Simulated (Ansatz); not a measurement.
# BBrH3OSi radical: a ladder of functionals and wavefunction methods

How much do the methods differ for BBrH3OSi radical? The plan is to run it at one geometry with functionals of several rungs and with coupled cluster. The yardstick is the atomisation energy at the CCSD(T) limit.

Computed with Ansatz 0.2.0, Gaussian basis. Level: functionals in def2-TZVPP, the program's frozen cores in correlated methods.

Levels to be run: LDA (SPW92), PBE-D4, revPBE-D4, BLYP-D4, r2SCAN-D4, B97M-V, PBE0-D4, B3LYP-D4, r2SCANh-D4, r2SCAN0-D4, HSE06-D4, BHLYP-D4, CAM-B3LYP-D4, LC-ωPBE, ωB97X-V, ωB97M-V, B2PLYP, PBE-QIDH; CCSD(T)/def2-SVP; CCSD(T)/def2-TZVPP; MP2/def2-QZVPP; extrapolation to the limit; RPA on PBE.

### Step 1. The relaxed structure

The geometry comes from an earlier relaxation with PBE0-D4 in a triple-zeta def2 set; it is a stationary point, not always the lowest conformer.

SMILES `[SiH3]O[B]Br`, 7 atoms, charge 0, spin multiplicity 2.

Atoms are counted from 1 here; the program's logs count them from 0.

Bond lengths: Si1–O2 1.677 Å, Si1–H5 1.480 Å, Si1–H6 1.478 Å, Si1–H7 1.480 Å, O2–B3 1.316 Å, B3–Br4 1.934 Å. Angles: O2–Si1–H5 109.0°, O2–Si1–H6 105.7°, O2–Si1–H7 109.0°, H5–Si1–H6 111.0°, H5–Si1–H7 111.0°, H6–Si1–H7 111.0°, Si1–O2–B3 135.5°, O2–B3–Br4 124.7°.

### Step 2. LDA

This LDA is Slater exchange with PW92 correlation.

Contents of in.yaml:

```yaml
crystal:
  periodic: [false, false, false]
  atoms:
    - {symbol: Si, position_ang: [0.147356, 0.893463, -0.014552]}
    - {symbol: O, position_ang: [-0.619925, -0.365439, 0.784822]}
    - {symbol: B, position_ang: [-0.696596, -1.669645, 0.627005]}
    - {symbol: Br, position_ang: [0.183360, -2.661939, -0.781144]}
    - {symbol: H, position_ang: [-0.341588, 0.946544, -1.410838]}
    - {symbol: H, position_ang: [-0.221322, 2.120332, 0.722856]}
    - {symbol: H, position_ang: [1.610014, 0.668684, 0.026051]}
basis:
  gaussian: {orbitals: def2-TZVPP}
magnetization: {spin_polarized: true, initial_magnetization: 1}
hamiltonian: {xc: lda}
output: {orbitals: {seedname: orbitals}}
```

Launch:

```
> ansatz run in.yaml --threads 4 --pin off --events-out ev --progress --plain --max-ram 10444MiB
```

Further steps of the session: PBE-D4 (GGA); revPBE-D4 (GGA); BLYP-D4 (GGA); r2SCAN-D4 (meta-GGA); B97M-V (meta-GGA); B3LYP-D4 (hybrid); r2SCANh-D4 (hybrid); r2SCAN0-D4 (hybrid); HSE06-D4 (hybrid); BHLYP-D4 (hybrid); CAM-B3LYP-D4 (range-separated); LC-ωPBE (range-separated); ωB97X-V (range-separated); ωB97M-V (range-separated); B2PLYP (double hybrid); PBE-QIDH (double hybrid); CCSD(T) in def2-SVP; CCSD(T) in def2-TZVPP; MP2 in def2-QZVPP; RPA on PBE orbitals.

Before running them: what should the planned runs give, taken together? Wanted: atomisation energy, CCSD(T)/CBS; farthest beyond LDA; mean size of error, GGA; mean size of error, meta-GGA; mean size of error, hybrid; mean size of error, range-separated; mean size of error, double hybrid; gap, smallest and largest; T1 diagnostic.

**Answer**, as computed:

```
                               quantity                                                                                                                    value
        atomisation energy, CCSD(T)/CBS                                                                                                            2337.1 kJ/mol
 functionals within 23.4 kJ/mol (1.0 %)  BLYP-D4, B97M-V, PBE0-D4, B3LYP-D4, r2SCANh-D4, r2SCAN0-D4, HSE06-D4, CAM-B3LYP-D4, LC-ωPBE, ωB97X-V, ωB97M-V, PBE-QIDH
                    farthest beyond LDA                                                                                                  BHLYP-D4 (-58.7 kJ/mol)
                mean size of error, GGA                                                                                                              22.2 kJ/mol
           mean size of error, meta-GGA                                                                                                              22.3 kJ/mol
             mean size of error, hybrid                                                                                                              16.8 kJ/mol
    mean size of error, range-separated                                                                                                               9.1 kJ/mol
      mean size of error, double hybrid                                                                                                              19.6 kJ/mol
              gap, smallest and largest                                                                                 1.55 eV (LDA (SPW92)), 9.32 eV (LC-ωPBE)
                          T1 diagnostic                                                                                                                   0.0129
triples share of the correlation energy                                                                                                                    3.5 %
```

LDA overbinds by 324.4 kJ/mol (14 %). PBE-D4 misses by +29.1 kJ/mol. Double hybrids carry the basis error of their MP2 part in triple zeta, and no dispersion term here, so their miss is partly the set-up's. The rungs range-separated, hybrid, double hybrid, GGA, meta-GGA miss on average by less than the doubt on the reference (23.4 kJ/mol), so they tie. Misses under about 23.4 kJ/mol are within the doubt on the reference itself, which lacks core-valence correlation, relativity and higher excitations, and its outer-core shells are covered unevenly. All levels share the lack of spin-orbit coupling, which lowers the free heavy atoms and so the true binding. Hartree-Fock recovers 76 % of the binding; the rest is correlation. CCSD(T) in def2-SVP is off by -152.3 kJ/mol, so the small basis spoils what the method gains. The gap grows from 1.6 to 9.3 eV across the functionals, mostly with the share of exact exchange. Correlated methods include outer-core shells of Br, which these sets cover unevenly.
